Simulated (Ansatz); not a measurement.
# C₅H₅F₃: small, medium and large basis sets

Aim: see how fast density functionals converge with the basis set for C₅H₅F₃.

The runs use Ansatz 0.2.0, Gaussian basis; one geometry, several basis sets.

The runs, in order: PBE0-D4/def2-SVP; ωB97M-V/def2-SVP; PBE0-D4/def2-QZVPP; ωB97M-V/def2-QZVPP; the functionals' def2-TZVPP values are taken from earlier runs.

### 1 The relaxed structure

The geometry comes from an earlier relaxation with PBE0-D4 in a triple-zeta def2 set; it is a stationary point, not always the lowest conformer.

SMILES `FC1=CC[C@H](F)[C@H]1F`, 13 atoms, charge 0, spin multiplicity 1.

Atoms are counted from 1 here; the program's logs count them from 0.

Bond lengths: F1–C2 1.327 Å, C2–C3 1.324 Å, C2–C7 1.487 Å, C3–C4 1.496 Å, C3–H9 1.082 Å, C4–C5 1.533 Å, C4–H10 1.093 Å, C4–H11 1.095 Å, C5–F6 1.384 Å, C5–C7 1.531 Å, C5–H12 1.092 Å, C7–F8 1.387 Å, C7–H13 1.094 Å. Angles: F1–C2–C3 126.5°, F1–C2–C7 119.3°, C3–C2–C7 114.2°, C2–C3–C4 110.7°, C2–C3–H9 124.9°, C4–C3–H9 124.4°, C3–C4–C5 104.2°, C3–C4–H10 112.9°, C3–C4–H11 111.9°, C5–C4–H10 108.8°, C5–C4–H11 112.0°, H10–C4–H11 107.1°, C4–C5–F6 109.6°, C4–C5–C7 107.0°, C4–C5–H12 113.7°, F6–C5–C7 108.9°, F6–C5–H12 107.7°, C7–C5–H12 110.0° and more.

### 2 PBE0-D4 in def2-SVP

File in.yaml:

```yaml
crystal:
  periodic: [false, false, false]
  atoms:
    - {symbol: F, position_ang: [-2.101155, -1.597640, -0.097423]}
    - {symbol: C, position_ang: [-0.994766, -0.873867, 0.014480]}
    - {symbol: C, position_ang: [0.033710, -1.126583, 0.809495]}
    - {symbol: C, position_ang: [1.095324, -0.085643, 0.646174]}
    - {symbol: C, position_ang: [0.459201, 0.959109, -0.278575]}
    - {symbol: F, position_ang: [0.150043, 2.095172, 0.448205]}
    - {symbol: C, position_ang: [-0.836529, 0.347936, -0.817774]}
    - {symbol: F, position_ang: [-0.705706, 0.016170, -2.158231]}
    - {symbol: H, position_ang: [0.105883, -1.974589, 1.477693]}
    - {symbol: H, position_ang: [1.366462, 0.395944, 1.589188]}
    - {symbol: H, position_ang: [2.014347, -0.503348, 0.223266]}
    - {symbol: H, position_ang: [1.102889, 1.260817, -1.107323]}
    - {symbol: H, position_ang: [-1.669204, 1.051922, -0.734375]}
basis:
  gaussian: {orbitals: def2-SVP}
hamiltonian: {xc: pbe0, dispersion: d4}
output: {orbitals: {seedname: orbitals}}
```

Started as:

```console
> ansatz run in.yaml --threads 4 --pin off --events-out ev --progress --plain --max-ram 11315MiB
```

The runs that follow: ωB97M-V in def2-SVP; PBE0-D4 in def2-QZVPP; ωB97M-V in def2-QZVPP.

Before running them: what should the planned runs give, taken together? Wanted: PBE0-D4: double and triple zeta above quadruple; ωB97M-V: double and triple zeta above quadruple.

**Answer**, as computed:

| quantity | value |
| --- | --- |
| PBE0-D4: double and triple zeta above quadruple | 16.42, 0.69 eV |
| ωB97M-V: double and triple zeta above quadruple | 16.83, 0.65 eV |

What this shows: PBE0-D4 gains 15.72 eV from double to triple zeta, then 0.69 eV more. These are total energies; as a rule much of such shifts cancels in differences, which this series doesn't test.
